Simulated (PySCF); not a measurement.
# The bond of HI−, level by level

One table from this session's results is given with a row withheld; the runs are named, their logs left out.

Method: H aug-cc-pVDZ, I aug-cc-pVDZ-PP with ECP28, scalar-relativistic core potentials; program: PySCF 2.14.0.

1 further run of the same task is left out (set aside as unsound or not needed).

The first run:

The job is set up so:

* atoms: H, I
* charge: -1
* basis: H aug-cc-pVDZ, I aug-cc-pVDZ-PP with ECP28
* Hamiltonian: scalar-relativistic core potentials
* basis functions: 41
* electrons treated: 27
* masses in u: 1.0078, 126.9045
* levels: PBE0, PBE, r²SCAN, B97-3, B2PLYP, r²SCANh, ωB97X, HF, MP2, SCS-MP2, CCSD, CCSD(T)
* grid: 80 radial by 434 angular points
* occupations: held fixed by the projection of orbital angular momentum
* dissociation limit: H + I−, each in its ground configuration
* starting distance in angstrom: 1.730
* values of 2S to try: 1, 3

The run is started by

```sh
> OMP_NUM_THREADS=1 python dia.py task.json out
```

Among the steps run: Set-up; First curve: PBE0; PBE (GGA); r²SCAN (meta-GGA); B97-3; B2PLYP; r²SCANh (hybrid meta-GGA); ωB97X (range-separated hybrid); UHF (mean field); MP2 and coupled cluster.

One table of the session follows, with a row left open; its other results are not shown here.

It belongs to the step «The curves together». Energy (eV) from each level's lowest point:

```
R (Å)    UHF  UHF-MP2  UHF-SCS-MP2  UHF-CCSD  UHF-CCSD(T)
2.009  0.488    0.187        0.174       n/a          n/a
2.102  0.380    0.131        0.119     0.075        0.067
2.196      ?        ?            ?         ?            ?
2.266  0.237    0.063        0.054     0.021        0.016
2.336  0.191    0.044        0.036     0.009        0.006
2.406  0.152    0.029        0.023     0.002        0.001
2.499  0.110    0.016        0.012     0.000        0.000
2.616  0.069    0.006        0.004     0.004        0.006
2.756  0.032    0.000        0.000     0.016        0.020
2.943  0.000    0.000        0.001       n/a          n/a
```

Estimate the missing values for R (Å) = 2.196.

Worked estimate for «UHF». A straight line through the neighbours (2.102, 0.380) and (2.266, 0.237) gives 0.380 + (0.237 − 0.380) × (2.196 − 2.102) / (2.266 − 2.102) = 0.298; a parabola fitted to 4 rows on both sides gives 0.291.

The run gave: UHF: 0.291; UHF-MP2: 0.088; UHF-SCS-MP2: 0.077; UHF-CCSD: 0.039; UHF-CCSD(T): 0.033. In «UHF» the line misses by +0.007 and the parabola by 0.000.

Caveats from the session: The bond is weak, and basis-set superposition, which was not computed, may be a sizeable part of it.
